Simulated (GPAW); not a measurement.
The system is NbTe.

```
Nb Te
1.0
     3.42570    0.00000    0.00000
     0.00000    3.42570    0.00000
     0.00000    0.00000    3.42570
Nb Te
1 1
Direct
  0.50000 0.50000 0.50000
  0.00000 0.00000 0.00000
```

The cell was built by a generator and needn't be a form met in nature.

Base run:

- Program: GPAW 26.7.0
- Functional: LDA
- Potentials or basis: the program's PAW data sets (release 1.2.1) made for this functional
- Cutoff: 600 eV
- Basis: pw
- k mesh: 8 × 8 × 8
- Occupations: fermi-dirac, width 0.05 eV
- Spin: no spin polarisation

Its results: pressure -8.7 GPa.

Task: The run is repeated on the same cell with these changes: functional from LDA to RPBE. What comes out?

Result: Pressure 1.3 GPa.

RPBE binds less tightly than LDA, so the same cell stands under more pressure.

Not every run made on this cell is shown here.
